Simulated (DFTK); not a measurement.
# Co (P6_3/mmc) in DFTK: reference runs

How does Co come out in PBEsol? The cell is run as given.

Program: DFTK 0.8.2. These are calculated values, not measurements. Logs are shortened: lines on timing, memory, paths and dates and some standing lists are left out, and cuts for length are marked.

## (1) Starting point

The structure is hexagonal, space group P6_3/mmc (No. 194). The conventional cell has a = 2.472 Å, b = 2.472 Å, c = 4.021 Å, α = 90.00°, β = 90.00°, γ = 120.00°. Co (site symmetry -6m2) has 12 Co at 2.47 Å as nearest neighbours.

## (2) Single point, PBEsol, collinear spin, ferromagnetic start

The input, run.jl:

```julia
using DFTK
using PseudoPotentialData
using Unitful, UnitfulAtomic
using LinearAlgebra, Printf
include("save.jl")
disable_threading()

# lattice vectors are the columns
lattice = austrip(1u"Å") * [  2.4719999032  -1.2359999516            0.0;
                      0.0   2.1408147143            0.0;
                      0.0            0.0     4.02114408]
symbols   = [:Co, :Co]
positions = [[0.6666666667, 0.3333333333, 0.75],
             [0.3333333333, 0.6666666667, 0.25]]
pseudopotentials = PseudoFamily("dojo.nc.sr.pbesol.v0_4_1.standard.upf")
elements = Dict(s => ElementPsp(s, pseudopotentials) for s in unique(symbols))
atoms    = [elements[s] for s in symbols]
magnetic_moments = [2.0, 2.0]

build_model(lattice, positions; symmetries=true) =
    model_DFT(lattice, atoms, positions;
              functionals=PBEsol(),
              magnetic_moments,
              spin_polarization=:collinear,
              temperature=austrip(0.05u"eV"),
              smearing=Smearing.FermiDirac(),
              symmetries)
Ecut  = 48.0  # hartree
kgrid = [12, 12, 7]
tol   = 1e-6
to_GPa = ustrip(uconvert(u"GPa", 1u"hartree/bohr^3"))

model = build_model(lattice, positions)
basis = PlaneWaveBasis(model; Ecut, kgrid)
display(basis)
scfres = self_consistent_field(basis;
                               tol,
                               ρ=guess_density(basis, magnetic_moments),
                               nbandsalg=AdaptiveBands(model; n_bands_converge=24))
display(scfres.energies)
@printf "Fermi level: %.6f eV\n" ustrip(auconvert(u"eV", something(scfres.εF, NaN)))
forces = compute_forces_cart(scfres)
println("Forces (eV/Å)")
for (s, f) in zip(symbols, forces)
    @printf "%-3s %12.6f %12.6f %12.6f\n" s ustrip.(auconvert.(u"eV/Å", f))...
end
stress = compute_stresses_cart(scfres)
println("Stress (GPa)")
display(round.(stress * to_GPa; digits=4))
@printf "Total moment: %.4f μB\n" sum(spin_density(scfres.ρ)) * scfres.basis.dvol
println("Levels at the first k-point (eV): ", round.(ustrip.(auconvert.(u"eV", scfres.eigenvalues[1][1:scfres.n_bands_converge])); digits=4))
save_scf!(scfres; forces, stress)
```

Potentials or basis: dojo.nc.sr.pbesol.v0_4_1.standard.upf (PBEsol).

On the command line:

```bash
$ julia --threads=1 run.jl  # save.jl only writes the numbers to a file and isn't shown; printed stress counts tension as positive; times include loading and compiling
```

What it wrote:

```text
PlaneWaveBasis discretization:

    Ecut                 : 48.0 Ha
    fft_size             : (32, 32, 50), 51200 total points
    kgrid                : MonkhorstPack([12, 12, 7])
    num.   red. kpoints  : 1008
    num. irred. kpoints  : 76

    Discretized Model(gga_x_pbe_sol+gga_c_pbe_sol, 3D):
        lattice (in Bohr)    : [4.6714    , -2.3357   , 0         ]
                               [0         , 4.04555   , 0         ]
                               [0         , 0         , 7.59886   ]
        unit cell volume     : 143.61 Bohr³

        atoms                : Co₂
        pseudopot. family    : PseudoFamily("dojo.nc.sr.pbesol.v0_4_1.standard.upf")

        num. electrons       : 34
        spin polarization    : collinear
        temperature          : 0.0018375 Ha
        smearing             : DFTK.Smearing.FermiDirac()

        terms                : Kinetic()
                               AtomicLocal()
                               AtomicNonlocal()
                               Ewald(nothing)
                               PspCorrection()
                               Hartree()
                               Xc(gga_x_pbe_sol, gga_c_pbe_sol)
                               Entropy()
n     Energy            log10(ΔE)   log10(Δρ)   Magnet   |Magn|   Diag   Δtime
---   ---------------   ---------   ---------   ------   ------   ----   ------
  1   -305.6389182672                   -0.66    3.241    3.317    5.2    41.8s
  2   -305.6521886210       -1.88       -1.14    3.184    3.365    1.0    15.8s
  3   -305.6569348860       -2.32       -1.55    3.177    3.433    2.4    21.0s
  4   -305.6573094359       -3.43       -1.89    3.195    3.482    1.0    19.8s
  5   -305.6573940688       -4.07       -2.27    3.203    3.498    1.5    18.6s
  6   -305.6574032568       -5.04       -2.91    3.208    3.504    2.0    19.6s
  7   -305.6574038973       -6.19       -3.51    3.206    3.503    2.4    21.3s
  8   -305.6574039220       -7.61       -3.95    3.206    3.503    2.3    19.6s
  9   -305.6574039272       -8.28       -4.53    3.206    3.503    1.9    25.1s
 10   -305.6574039276       -9.37       -5.31    3.206    3.503    2.5    22.9s
 11   -305.6574039277      -10.31       -5.76    3.206    3.503    3.1    23.2s
 12   -305.6574039277      -11.03       -6.22    3.206    3.503    2.0    27.5s
Energy breakdown (in Ha):
    Kinetic             135.2945605
    AtomicLocal         -229.7546087
    AtomicNonlocal      -37.8384304
    Ewald               -200.8186204
    PspCorrection       8.8988589
    Hartree             74.2010148
    Xc                  -55.6395990
    Entropy             -0.0005796

    total               -305.657403927703
Fermi level: 12.332785 eV
Forces (eV/Å)
Co     -0.000004    -0.000002     0.000000
Co      0.000000    -0.000005    -0.000000
Stress (GPa)
3×3 StaticArraysCore.SMatrix{3, 3, Float64, 9} with indices SOneTo(3)×SOneTo(3):
 4.8392   0.0      0.0
 0.0      4.8392  -0.0
 0.0     -0.0      7.6569
Total moment: 3.2063 μB
Levels at the first k-point (eV): [-83.3263, -83.2645, -46.9385, -46.6299, -46.6299, -46.5854, -46.5798, -46.5798, 3.176, 7.0218, 9.6398, 9.7008, 9.7008, 10.0219, 10.0219, 10.4126, 10.4126, 11.543, 11.543, 12.0542, 18.7285, 34.331, 37.1595, 37.1595]
```

Wall time 7.8 min (1 thread of Intel Xeon at 2.70GHz, shared host); peak memory 2.6 GiB.

What came out:

| Quantity | Value |
| --- | --- |
| Free energy | -8317.3617 eV |
| Pressure | -5.8 GPa |
| Band gap on the k mesh | none (metal or under the smearing width) |
| Net moment | 3.21 μB per cell |
| Absolute moment | 3.50 μB per cell |
| Site moments | Co +1.60 μB |

Levels at points of the mesh, in eV from the Fermi level:
Spin up:
```
            k point  band 15  band 16  band 17  band 18  band 19  band 20  band 21  band 22  band 23  band 24
 (0.00, 0.00, 0.00)    -2.31    -1.92    -1.92    -0.79    -0.79    -0.28     6.40    22.00    24.83    24.83
(-0.50, 0.00, 0.00)    -2.24    -0.63    -0.56    -0.48     1.33     3.39     9.70    10.37    12.79    14.07
```
Spin down:
| k point | band 12 | band 13 | band 14 | band 15 | band 16 | band 17 | band 18 | band 19 |
| --- | --- | --- | --- | --- | --- | --- | --- | --- |
| (0.00, 0.00, 0.00) | -0.98 | -0.98 | -0.61 | -0.61 | -0.32 | -0.15 | -0.15 | 1.10 |
| (-0.50, 0.00, 0.00) | -1.93 | -1.13 | -1.09 | -0.66 | 1.25 | 1.36 | 1.42 | 2.60 |
